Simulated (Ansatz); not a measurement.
# CH4BFSi: the cost of one run

Program: the Python package of Ansatz 0.2.0. Level of theory: PBE0+D4/6-31G*. These are calculated values, not measurements.

### 1 The structure

Bond lengths: F1–C2 1.400 Å, C2–B3 1.544 Å, C2–Si4 1.761 Å, B3–Si4 1.959 Å, C2–H5 1.122 Å, B3–H6 1.211 Å, Si4–H7 1.455 Å, Si4–H8 1.478 Å. Angles (14 of 15 angles, heavy atoms first): F1–C2–B3 110.1°, F1–C2–Si4 115.8°, B3–C2–Si4 72.4°, C2–B3–Si4 59.0°, C2–Si4–B3 48.7°, F1–C2–H5 117.1°, B3–C2–H5 115.6°, Si4–C2–H5 117.7°, C2–B3–H6 151.7°, Si4–B3–H6 149.3°, C2–Si4–H7 121.0°, C2–Si4–H8 117.9°, B3–Si4–H7 109.6°, B3–Si4–H8 107.2°.

The script holds or builds the structure itself.

### 2 The script

Contents of scan_ch4bfsi.py:

```python
"""Potential curve of CH4BFSi along one bond."""

import ansatz as az
from ase import Atoms
import matplotlib.pyplot as plt
import numpy as np

BASIS_SET = "6-31G*"
FUNCTIONAL = "pbe0"
DISPERSION = "d4"

atoms = Atoms(["F", "C", "B", "Si", "H", "H", "H", "H"], positions=[
    [-0.6737, -1.6392, -0.889],
    [-0.1695, -0.3347, -0.8291],
    [1.0507, -0.2805, 0.1154],
    [-0.6329, 0.6026, 0.5882],
    [-0.0539, 0.2138, -1.8013],
    [2.2034, -0.5383, 0.3844],
    [-0.4343, 2.0433, 0.6308],
    [-1.1977, -0.124, 1.7448],
])
ch4bfsi = az.Crystal.molecule_from_ase(atoms)

symbols = [site.symbol for site in ch4bfsi.cartesian_sites]
start = np.array([site.position_ang for site in ch4bfsi.cartesian_sites])
axis = (start[7] - start[3]) / np.linalg.norm(start[7] - start[3])
moving = [7]
lengths, energies = [1.26, 1.36, 1.48, 1.63, 1.85, 2.22, 2.66, 3.25], []
for length in lengths:
    xyz = start.copy()
    xyz[moving] += (length - np.linalg.norm(start[7] - start[3])) * axis
    point = az.Crystal.molecule()
    for symbol, place in zip(symbols, xyz):
        point = point.atom(symbol, place.tolist())
    calc = (
        point.calculation()
        .basis(gaussian=BASIS_SET)
        .functional(FUNCTIONAL, dispersion=DISPERSION)
    )
    data = calc.run().report
    energies.append(data["free_energy_ev"])
    print(f"r = {length:6.3f} A  E = {energies[-1]:.5f} eV  <S^2> = {abs(data['mean_field']['state']['spin_squared']):.3f}")

print("energy above the lowest point (eV):", [round(e - min(energies), 3) for e in energies])
plt.figure(figsize=(4.5, 3))
plt.plot(lengths, np.array(energies) - min(energies), "o-")
plt.xlabel("bond length (A)")
plt.ylabel("E - E(min) (eV)")
plt.tight_layout()
plt.savefig("scan.png", dpi=100)
```

### 3 The calls as engine input

The package turns the script's settings into the engine's input (first run):

```yaml
crystal:
  periodic: [false, false, false]
  atoms:
    - { symbol: F, position_ang: [-0.6737, -1.6392, -0.889] }
    - { symbol: C, position_ang: [-0.1695, -0.3347, -0.8291] }
    - { symbol: B, position_ang: [1.0507, -0.2805, 0.1154] }
    - { symbol: Si, position_ang: [-0.6329, 0.6026, 0.5882] }
    - { symbol: H, position_ang: [-0.0539, 0.2138, -1.8013] }
    - { symbol: H, position_ang: [2.2034, -0.5383, 0.3844] }
    - { symbol: H, position_ang: [-0.4343, 2.0433, 0.6308] }
    - { symbol: H, position_ang: [-1.1143733957360504, -0.016802566115110287, 1.5741634021039588] }
basis:
  gaussian:
    orbitals: "6-31G*"
hamiltonian:
  xc: pbe0
  dispersion: d4
```

### 4 The run

Run with:

```
$ python scan_ch4bfsi.py
```

**Question.** How long does this script take on 1 thread of Intel Xeon Platinum 8488C (Sapphire Rapids), shared host, and how much memory does it need?

About 14 s, with a peak of 0.24 GiB.
